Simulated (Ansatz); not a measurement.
# TaF3: a trigonal deformation path

The task here is to estimate one member of a computed series from the others.

Method: DFT PBEsol, scalar-relativistic, plane waves, PAW, in Ansatz 0.2.0.

## The starting structure

The structure is cubic, space group Pm-3m (No. 221). The conventional cell has a = 3.901 Å, b = 3.901 Å, c = 3.901 Å, α = 90.00°, β = 90.00°, γ = 90.00°. Around Ta (site symmetry m-3m) lie 6 F at 1.95 Å. F (site symmetry 4/mmm) has 2 Ta at 1.95 Å in its first shell of neighbours.

As a file:

```cif
data_structure
_symmetry_space_group_name_H-M 'Pm-3m'
_symmetry_Int_Tables_number 221
_cell_length_a 3.9012
_cell_length_b 3.9012
_cell_length_c 3.9012
_cell_angle_alpha 90.000
_cell_angle_beta 90.000
_cell_angle_gamma 90.000
_cell_volume 59.37
loop_
_atom_site_label
_atom_site_type_symbol
_atom_site_symmetry_multiplicity
_atom_site_Wyckoff_symbol
_atom_site_fract_x
_atom_site_fract_y
_atom_site_fract_z
_atom_site_occupancy
Ta1 Ta 1 a 0.00000 0.00000 0.00000 1
F1 F 3 d 0.50000 0.00000 0.00000 1
```

The cell is taken as given, not relaxed at this level.

## The reference cell

The reference gives a free energy of -12208.4618 eV, pressure 20.40 GPa, largest force 0.000 eV/Å and gap on the mesh none (metal). It was computed beforehand with the settings of the runs below.

The first run:

At fixed volume and fractional coordinates, lengths along (0.577, 0.577, 0.577) are scaled against those across it; ρ is that ratio over its starting value.

The input, input.yaml:

```yaml
crystal:
  lattice:
    - [4.0960033332, -0.8192006666, -0.8192006666]
    - [-0.8192006666, 4.0960033332, -0.8192006666]
    - [-0.8192006666, -0.8192006666, 4.0960033332]
  atoms:
    - { symbol: Ta, position: [0.0, 0.0, 0.0] }
    - { symbol: F, position: [0.5, 0.0, 0.0] }
    - { symbol: F, position: [0.0, 0.5, 0.0] }
    - { symbol: F, position: [0.0, 0.0, 0.5] }
basis:
  ecutwfc: 420
kpoints:
  mp_grid: { grid: [14, 14, 14] }
hamiltonian:
  xc: pbesol
scf:
  occupations: { method: gaussian, width: 0.15 }
output:
  forces: true
  stress: true
  eigenvalues: true
```

Launch:

```console
$ ansatz run input.yaml --threads 1 --pin off --max-ram 2560MiB --backend cpu --events-out ev --progress --plain --runs-dir out
```

Among the steps run: ρ = 0.500; ρ = 2.000; Point ρ = 0.710; ρ = 1.410; Point ρ = 0.600; Point ρ = 0.850; Point ρ = 1.200; ρ = 1.700; Point ρ = 0.930; ρ = 1.080.

One table of the session follows, with a row left open; its other results are not shown here.

It belongs to the step «The scan collected». The scan, with free energies counted from the undisturbed cell:

```
    ρ  ΔE (meV/atom)  pressure (GPa)
0.500           22.0           -14.2
0.600              ?               ?
0.710         -112.0             7.1
0.850          -47.5            16.6
0.930          -11.2            19.6
1.000            0.0            20.4
1.080          -12.8            19.5
1.200          -57.3            15.4
1.410          -81.8             5.8
1.700          144.3            -5.3
2.000          699.1           -10.8
```

Q: Estimate the row for ρ = 0.600 from the others.

Worked estimate for «ΔE (meV/atom)». A straight line through the neighbours (0.500, 22.0) and (0.710, -112.0) gives 22.0 + (-112.0 − 22.0) × (0.600 − 0.500) / (0.710 − 0.500) = -41.8; a parabola fitted to 3 rows on both sides gives -76.3.

As computed: ΔE (meV/atom): -94.1; pressure (GPa): -3.2. In «ΔE (meV/atom)» the line misses by +52.3 and the parabola by +17.8.
